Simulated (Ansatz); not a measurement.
# C8H18F2Sn: small, medium and large basis sets

How large a basis does C8H18F2Sn need? Two functionals are run in growing sets.

Computed with Ansatz 0.2.0, Gaussian basis. Level: one geometry, several basis sets.

The runs, in order: PBE0-D4/def2-SVP; ωB97M-V/def2-SVP; PBE0-D4/def2-QZVPP; ωB97M-V/def2-QZVPP; the functionals' def2-TZVPP values are taken from earlier runs.

## Step 1: The geometry

An earlier PBE0-D4 in a triple-zeta def2 set relaxation fixed the geometry. Sn takes the def2 core potential; no spin-orbit term is included.

29 atoms, charge 0, spin multiplicity 1.

Atoms are counted from 1 here; the program's logs count them from 0.

Bond lengths: C1–C2 1.522 Å, C1–H12 1.092 Å, C1–H13 1.095 Å, C1–H14 1.096 Å, C2–C3 1.524 Å, C2–C4 1.526 Å, C2–H15 1.096 Å, C3–H16 1.095 Å, C3–H17 1.093 Å, C3–H18 1.092 Å, C4–Sn5 2.133 Å, C4–H19 1.093 Å, C4–H20 1.095 Å, Sn5–F6 1.929 Å, Sn5–F7 1.927 Å, Sn5–C8 2.132 Å, C8–C9 1.526 Å, C8–H21 1.095 Å and more. Angles: C2–C1–H12 111.2°, C2–C1–H13 110.9°, C2–C1–H14 112.0°, H12–C1–H13 107.7°, H12–C1–H14 106.8°, H13–C1–H14 108.0°, C1–C2–C3 110.7°, C1–C2–C4 111.6°, C1–C2–H15 108.0°, C3–C2–C4 110.1°, C3–C2–H15 108.2°, C4–C2–H15 108.1°, C2–C3–H16 110.7°, C2–C3–H17 111.1°, C2–C3–H18 111.3°, H16–C3–H17 107.8°, H16–C3–H18 107.8°, H17–C3–H18 108.0° and more.

As a file:

```mol
C8H18F2Sn
  3D, bonds by distance, orders not assigned

 29 28  0  0  0  0  0  0  0  0999 V2000
   -1.1604    1.4224   -1.4684 C   0  0
    0.1096    2.2502   -1.3310 C   0  0
    0.5923    2.7275   -2.6950 C   0  0
    1.2158    1.4703   -0.6256 C   0  0
    0.6831    0.8467    1.3431 Sn  0  0
   -0.1774    2.3859    2.1262 F   0  0
    2.3313    0.7417    2.3361 F   0  0
   -0.4967   -0.8325    1.9192 C   0  0
   -0.4687   -1.9900    0.9254 C   0  0
    0.9444   -2.5149    0.7169 C   0  0
   -1.3943   -3.1065    1.3926 C   0  0
   -1.9337    1.9723   -2.0092 H   0  0
   -0.9646    0.4956   -2.0177 H   0  0
   -1.5837    1.1546   -0.4940 H   0  0
   -0.1256    3.1320   -0.7242 H   0  0
    0.8313    1.8766   -3.3408 H   0  0
   -0.1743    3.3237   -3.1968 H   0  0
    1.4912    3.3417   -2.6048 H   0  0
    2.1214    2.0702   -0.5042 H   0  0
    1.4907    0.5785   -1.1985 H   0  0
   -0.1128   -1.1451    2.8954 H   0  0
   -1.5107   -0.4533    2.0717 H   0  0
   -0.8452   -1.6284   -0.0407 H   0  0
    0.9553   -3.3529    0.0164 H   0  0
    1.3726   -2.8605    1.6623 H   0  0
    1.6182   -1.7491    0.3172 H   0  0
   -2.4179   -2.7468    1.5206 H   0  0
   -1.4126   -3.9306    0.6746 H   0  0
   -1.0577   -3.5072    2.3537 H   0  0
  1  2  8  0
  2  3  8  0
  2  4  8  0
  4  5  8  0
  5  6  8  0
  5  7  8  0
  5  8  8  0
  8  9  8  0
  9 10  8  0
  9 11  8  0
  1 12  8  0
  1 13  8  0
  1 14  8  0
  2 15  8  0
  3 16  8  0
  3 17  8  0
  3 18  8  0
  4 19  8  0
  4 20  8  0
  8 21  8  0
  8 22  8  0
  9 23  8  0
 10 24  8  0
 10 25  8  0
 10 26  8  0
 11 27  8  0
 11 28  8  0
 11 29  8  0
M  END
```

## Step 2: PBE0-D4 in def2-SVP

Contents of in.yaml:

```yaml
crystal:
  periodic: [false, false, false]
  atoms:
    - {symbol: C, position_ang: [-1.160368, 1.422399, -1.468395]}
    - {symbol: C, position_ang: [0.109649, 2.250210, -1.331018]}
    - {symbol: C, position_ang: [0.592298, 2.727547, -2.694994]}
    - {symbol: C, position_ang: [1.215817, 1.470306, -0.625627]}
    - {symbol: Sn, position_ang: [0.683055, 0.846696, 1.343098]}
    - {symbol: F, position_ang: [-0.177370, 2.385859, 2.126215]}
    - {symbol: F, position_ang: [2.331272, 0.741656, 2.336145]}
    - {symbol: C, position_ang: [-0.496717, -0.832485, 1.919243]}
    - {symbol: C, position_ang: [-0.468739, -1.989986, 0.925396]}
    - {symbol: C, position_ang: [0.944355, -2.514873, 0.716927]}
    - {symbol: C, position_ang: [-1.394322, -3.106536, 1.392641]}
    - {symbol: H, position_ang: [-1.933667, 1.972299, -2.009190]}
    - {symbol: H, position_ang: [-0.964579, 0.495580, -2.017672]}
    - {symbol: H, position_ang: [-1.583730, 1.154612, -0.493992]}
    - {symbol: H, position_ang: [-0.125578, 3.132004, -0.724180]}
    - {symbol: H, position_ang: [0.831348, 1.876634, -3.340822]}
    - {symbol: H, position_ang: [-0.174313, 3.323668, -3.196774]}
    - {symbol: H, position_ang: [1.491195, 3.341681, -2.604810]}
    - {symbol: H, position_ang: [2.121376, 2.070187, -0.504204]}
    - {symbol: H, position_ang: [1.490653, 0.578471, -1.198538]}
    - {symbol: H, position_ang: [-0.112791, -1.145088, 2.895374]}
    - {symbol: H, position_ang: [-1.510659, -0.453287, 2.071689]}
    - {symbol: H, position_ang: [-0.845235, -1.628423, -0.040670]}
    - {symbol: H, position_ang: [0.955257, -3.352891, 0.016396]}
    - {symbol: H, position_ang: [1.372606, -2.860472, 1.662311]}
    - {symbol: H, position_ang: [1.618229, -1.749097, 0.317181]}
    - {symbol: H, position_ang: [-2.417925, -2.746813, 1.520564]}
    - {symbol: H, position_ang: [-1.412608, -3.930593, 0.674608]}
    - {symbol: H, position_ang: [-1.057711, -3.507162, 2.353694]}
basis:
  gaussian: {orbitals: def2-SVP}
hamiltonian: {xc: pbe0, dispersion: d4}
output: {orbitals: {seedname: orbitals}}
```

Started as:

```console
> ansatz run in.yaml --threads 11 --pin off --events-out ev --progress --plain --max-ram 174080MiB --backend cpu
```

After this run come: ωB97M-V in def2-SVP; PBE0-D4 in def2-QZVPP; ωB97M-V in def2-QZVPP.

Q: Predict the results of all the runs planned. Wanted: PBE0-D4: double and triple zeta above quadruple; ωB97M-V: double and triple zeta above quadruple.

The runs gave:

| quantity | value |
| --- | --- |
| PBE0-D4: double and triple zeta above quadruple | 17.44, 0.87 eV |
| ωB97M-V: double and triple zeta above quadruple | 18.19, 0.85 eV |

For PBE0-D4 the step from double to triple zeta gains 16.57 eV and the next only 0.87 eV. These are total energies; as a rule much of such shifts cancels in differences, which this series doesn't test. The LUMO of ωB97M-V is positive and keeps falling with the basis (1.86 to 1.07 eV): an unbound level that the basis holds in place.
